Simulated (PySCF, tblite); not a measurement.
# C₆H₁₁S radical: geometry, infrared bands and EPR parameters

Wanted: the infrared bands and EPR parameters of C₆H₁₁S radical (`[CH2]C(=C)CCSC`), by calculation.

Programs: tblite 0.8.0 and PySCF 2.14.0, with density-fitted response routines of our own. Each step states its level of theory. These are calculated values for one molecule in the gas phase, unless marked as measured. Atoms count from 0, in the outputs and in this text.

### 1 Starting geometry

18 atoms, charge 0, multiplicity 2; geometry from: force field or distance geometry start.

Bonds of the start (Å): C0–C1 1.45, C1–C2 1.32, C1–C3 1.52, C3–C4 1.52, C4–S5 1.83, S5–C6 1.81, C0–H7 1.09, C0–H8 1.08, C2–H9 1.10, C2–H10 1.09, C3–H11 1.09, C3–H12 1.11, C4–H13 1.09, C4–H14 1.11, C6–H15 1.10, C6–H16 1.09, C6–H17 1.09.

### 2 Relaxing the molecule with GFN2-xTB

What the job is given:

```
{"job": {"kind": "relax", "xc": "GFN2-xTB", "basis": "xTB"}, "charge": 0, "multiplicity": 2}
C     -1.677100    -0.169600     1.556000
C     -1.607800    -0.127500     0.107800
C     -2.709200    -0.103400    -0.623000
C     -0.223900    -0.166700    -0.513000
C      0.498800     1.168800    -0.379900
S      2.124300     1.159900    -1.217000
C      3.053400     0.130400    -0.054000
H     -2.639900    -0.131100     2.063500
H     -0.788100    -0.313600     2.156000
H     -3.713000    -0.085500    -0.176800
H     -2.676500    -0.088600    -1.713200
H     -0.309500    -0.454900    -1.562300
H      0.350100    -0.972600    -0.015700
H      0.642100     1.464400     0.655900
H     -0.100200     1.963700    -0.864100
H      2.681100    -0.899600    -0.054400
H      4.107200     0.119400    -0.340000
H      2.979500     0.526100     0.962700
```

Launch:

```bash
$ OMP_NUM_THREADS=1 python probes_run.py task.json out
```

The driver reads the jobs from task.json and runs them one after another.

**Question.** This job is followed by: GFN2-xTB harmonic vibrations, gas phase; UKS B3LYP, pcH-1 on C H S, non-relativistic, mean-field spin-orbit, GIAO. Predict these results of the whole session: strongest single infrared mode (GFN2-xTB); zero-point energy (GFN2-xTB); g(iso) (B3LYP); ⟨S²⟩; largest a(iso) (averaged by class); potential on the surface of density 0.002 e/bohr³, 1st and 99th percentile.

The runs gave:

| quantity | value |
| --- | --- |
| strongest single infrared mode (GFN2-xTB) | 3159 cm⁻¹, 49 km/mol |
| zero-point energy (GFN2-xTB) | 93.4 kcal/mol |
| g(iso) (B3LYP) | 2.00261 |
| ⟨S²⟩ | 0.777 (exact 0.75) |
| largest a(iso) (averaged by class) | 13C on C2, 55.1 MHz |
| potential on the surface of density 0.002 e/bohr³, 1st and 99th percentile | -1.09 V and 0.87 V |

What this shows: Over 89 steps the energy fell by 0.202 eV; of the close pairs, C0–C1 changed most, 1.450 to 1.376 Å. No mode is imaginary among the 48: a minimum at this level. The strongest single mode, at 3159 cm⁻¹, moves mainly H10 and H9. Unscaled tight-binding wavenumbers are off by several per cent, some by more. Its intensities can rank the bands wrongly. The largest spin populations lie on C2 (0.69 e), C0 (0.69 e). The isotropic g lies 0.3 ppt above the free-electron value. The conformer search found further structures of the same energy, which may be mirror or relabelled copies of this one.
